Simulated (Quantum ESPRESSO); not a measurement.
TaF3:

```xyz
4
Lattice="3.9012 0.0000 0.0000 0.0000 3.9012 0.0000 0.0000 0.0000 3.9012" Properties=species:S:1:pos:R:3 pbc="T T T"
Ta    0.0000    0.0000    0.0000
F     0.0000    0.0000    1.9506
F     1.9506    0.0000    0.0000
F     0.0000    1.9506    0.0000
```

* Program: Quantum ESPRESSO 7.5
* Task: relaxation of cell and atoms
* Functional: PBEsol
* Dispersion: D4
* Potentials or basis: GBRV 1.5 PBEsol
* Cutoff: 762 eV
* Density cutoff: 6095 eV
* k mesh: 7 × 7 × 7
* Occupations: fermi-dirac, width 0.05 eV
* Spin: no spin polarisation

At the start: pressure 20.2 GPa; volume 14.84 Å³/atom.

Where does the relaxation end?

Over 5 steps the energy falls by 114.0 meV/atom and the volume is 16.88 Å³/atom (+13.7 %); space group Pm-3m (No. 221, to 0.05 Å).

Step by step:
```csv
step,energy change (eV),largest force (eV/Å),pressure (GPa),volume (Å³)
1,0.0000,0.0000,20.19,59.37
2,-0.1366,0.0000,16.26,60.58
3,-0.4492,0.0000,1.96,66.43
4,-0.4557,0.0000,0.24,67.37
5,-0.4558,0.0000,0.00,67.51
```

Final structure:
```
Ta F
1.0
     4.07180    0.00000    0.00000
     0.00000    4.07180    0.00000
     0.00000    0.00000    4.07180
Ta F
1 3
Direct
  0.00000 0.00000 0.00000
  0.00000 0.00000 0.50000
  0.50000 0.00000 0.00000
  0.00000 0.50000 0.00000
```

Caveat: pairwise dispersion overbinds metals, which lowers pressure and volume.
